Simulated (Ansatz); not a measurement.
Crystal: BiTe.

```
CELL_PARAMETERS angstrom
0.00000 3.23500 3.23500
3.23500 0.00000 3.23500
3.23500 3.23500 0.00000
ATOMIC_POSITIONS crystal
Bi 0.00000 0.00000 0.00000
Te 0.50000 0.50000 0.50000
```

Base run:

```yaml
Program: Ansatz 0.2.0
Functional: RPBE
Potentials_or_basis: all-electron LAPW, scalar-relativistic
Cutoff: 177 eV
Density_cutoff: 706 eV
Basis_error_allowed: 0.001 eV/atom
k_mesh: 7 × 7 × 7
Occupations: gaussian, width 0.1 eV
Spin: no spin polarisation
```

Its results: band gap on the k mesh none (metal or under the smearing width); pressure 2.3 GPa.

Problem. The run is repeated on the same cell with these changes: functional from RPBE to PBEsol. What comes out?

Solution. Band gap on the k mesh none (metal or under the smearing width); pressure -1.5 GPa.

PBEsol binds more tightly than RPBE, so the same cell stands under less pressure.

Caveats: spin-orbit coupling is left out, which moves the levels of the heavy elements.

Not every run made on this cell is shown here.
